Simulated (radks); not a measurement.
# Ce inside a hard spherical wall

One table from this session's results is given with a row withheld; the runs are named, their logs left out.

Method: scalar-relativistic Kohn-Sham, LDA (Slater exchange, Perdew-Wang correlation), spin-polarised, spherical densities, finite nucleus; open shells are filled with parallel spins first. Code: radks (a radial shooting solver on a logarithmic mesh, Libxc functionals) version 1.

### Starting point

```
element            : cerium (Z = 58)
charge             : 0
electrons          : 58
configuration      : [Xe] 4f1 5d1 6s2
nuclear rms radius : 4.8771 fm
```

The outer shells:

Ce
```
[Xe] core
4f [↑ ][  ][  ][  ][  ][  ][  ]
5d [↑ ][  ][  ][  ][  ]
6s [↑↓]
```

The first run:

Input:

```text
Z 58
configuration [Xe] 4f1 5d1 6s2 6p0 7s0 5f0
relativity scalar-relativistic
functional lda,pw
spin polarised
nucleus finite rms 4.8771 fm
c 137.035999084
```

Steps of the session up to this table: The free atom; Wall at 20 bohr; Wall at 15 bohr; Wall at 7 bohr; Wall at 6 bohr; Wall at 3.5 bohr; Wall at 2 bohr; Wall at 1.5 bohr.

One table of the session follows, with a row left open; its other results are not shown here.

| R (bohr) | E − E(free) (eV) | ε(5d) (eV) | ε(6p, empty) (eV) | ε(7s, empty) (eV) | ε(5f, empty) (eV) |
| --- | --- | --- | --- | --- | --- |
| free | 0.000 | -3.420 | -1.480 | -0.097 | - |
| 20 | 0.000 | -3.420 | -1.480 | 0.019 | 1.264 |
| 15 | 0.001 | -3.418 | -1.469 | 0.357 | 1.896 |
| 7 | 1.575 | -2.107 | 1.102 | 10.839 | 8.026 |
| 6 | 4.091 | -0.912 | 3.712 | 18.701 | 11.431 |
| 3.5 | 65.733 | 13.538 | 40.688 | 104.65 | 41.273 |
| 2 | ? | ? | ? | ? | ? |
| 1.5 | 2591.6 | 284.68 | 632.98 | 1160.7 | 351.68 |

**Question.** Estimate the row for R (bohr) = 2.

Worked estimate for «E − E(free) (eV)». A straight line through the neighbours (3.5, 65.733) and (1.5, 2591.6) gives 65.733 + (2591.6 − 65.733) × (2 − 3.5) / (1.5 − 3.5) = 1960.13; a parabola fitted to 3 rows on both sides gives 1753.75.

**Answer.** E − E(free) (eV): 812.28; ε(5d) (eV): 110.19; ε(6p, empty) (eV): 267.45; ε(7s, empty) (eV): 530.12; ε(5f, empty) (eV): 170.37. In «E − E(free) (eV)» the line misses by +1147.85 and the parabola by +941.47. Between these rows the values bend or scatter more than so simple an estimate can follow.

What this shows: Eigenvalues are for spin up. Shells are not refilled when levels cross, and a hard wall is a model, not a crystal.
